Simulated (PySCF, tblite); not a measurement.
**C₅H₁₂BFN₂: geometry, infrared bands and NMR shifts**

Aim: predict the infrared bands and NMR shifts of C₅H₁₂BFN₂ (`C=N[BH2-][NH2+][C@@H]1C[C@H]1CF`).

Programs: tblite 0.8.0 and PySCF 2.14.0, with density-fitted response routines of our own. Each step states its level of theory. These are calculated values for one molecule in the gas phase, unless marked as measured. Atoms are numbered from 0 throughout.

## Step 1: The molecule as given

21 atoms, charge 0, multiplicity 1; geometry from: force field or distance geometry start.

Bonds of the start (Å): C0–N1 1.29, N1–B2 1.50, B2–N3 1.54, N3–C4 1.46, C4–C5 1.53, C5–C6 1.52, C6–C7 1.52, C7–F8 1.39, C6–C4 1.52, C0–H9 1.08, C0–H10 1.09, B2–H11 1.20, B2–H12 1.20, N3–H13 1.05, N3–H14 1.06, C4–H15 1.11, C5–H16 1.12, C5–H17 1.10, C6–H18 1.12, C7–H19 1.11, C7–H20 1.12.

## Step 2: Optimising the geometry with GFN2-xTB

Job settings and geometry (Å):

```
{"job": {"kind": "relax", "xc": "GFN2-xTB", "basis": "xTB"}, "charge": 0, "multiplicity": 1}
C      4.151800    -0.461500    -0.003300
N      2.923700    -0.660000     0.353500
B      1.757900     0.008800    -0.319400
N      0.433200    -0.429200     0.337500
C     -0.712400     0.204500    -0.307500
C     -1.172600     1.522200     0.309000
C     -1.970500     0.249900     0.540500
C     -3.283100     0.173500    -0.221800
F     -3.654600    -1.158800    -0.361600
H      4.946900    -0.964200     0.520100
H      4.380400     0.211000    -0.825300
H      1.735500    -0.291600    -1.477300
H      1.859700     1.199100    -0.219500
H      0.340200    -1.472400     0.230000
H      0.476400    -0.207100     1.370700
H     -0.851400     0.070500    -1.399000
H     -0.580000     1.866000     1.194700
H     -1.596400     2.235800    -0.419700
H     -1.904800    -0.169400     1.577300
H     -3.210600     0.628500    -1.230200
H     -4.078300     0.710400     0.350900
```

On the command line:

```console
$ OMP_NUM_THREADS=1 python probes_run.py task.json out
```

The driver reads the jobs from task.json and runs them one after another.

**Question.** This job is followed by: GFN2-xTB harmonic vibrations, gas phase; GIAO PBE0/pcSseg-1 NMR shielding, non-relativistic, gas phase. What will the session give for the following? strongest single infrared mode (GFN2-xTB); zero-point energy (GFN2-xTB); 13C shifts against TMS (PBE0/pcSseg-1); 1H shifts against TMS (PBE0/pcSseg-1); 15N shifts against NH3 (PBE0/pcSseg-1); 11B shifts against BF3·OEt2 (PBE0/pcSseg-1); 19F shifts against CFCl3 (PBE0/pcSseg-1).

**Answer**, as computed:

```
                                   quantity                                                                       value
  strongest single infrared mode (GFN2-xTB)                                                       1138 cm⁻¹, 273 km/mol
               zero-point energy (GFN2-xTB)                                                              106.7 kcal/mol
     13C shifts against TMS (PBE0/pcSseg-1)                                           154.5, 89.1, 32.5, 23.8, 10.8 ppm
      1H shifts against TMS (PBE0/pcSseg-1)  8.26, 7.94, 5.25, 3.97, 3.85, 3.33, 3.28, 2.41, 2.38, 1.28, 0.79, 0.68 ppm
     15N shifts against NH3 (PBE0/pcSseg-1)                                                             444.6, 87.7 ppm
11B shifts against BF3·OEt2 (PBE0/pcSseg-1)                                                                    -8.4 ppm
   19F shifts against CFCl3 (PBE0/pcSseg-1)                                                                  -238.9 ppm
```

In words: Relaxing lowered the energy by 0.642 eV in 61 steps; the close pair that moved most is B2–N3, from 1.542 to 1.683 Å. No mode is imaginary among the 57: a minimum at this level. The strongest single mode, at 1138 cm⁻¹, is carried by H13, H14, N3. GFN2-xTB is a fitted tight-binding method: band positions and strengths are rough. Its intensities can rank the bands wrongly. At PBE0/pcSseg-1: Shielding is most anisotropic at N1 (span 830 ppm, paramagnetic term -511 ppm).
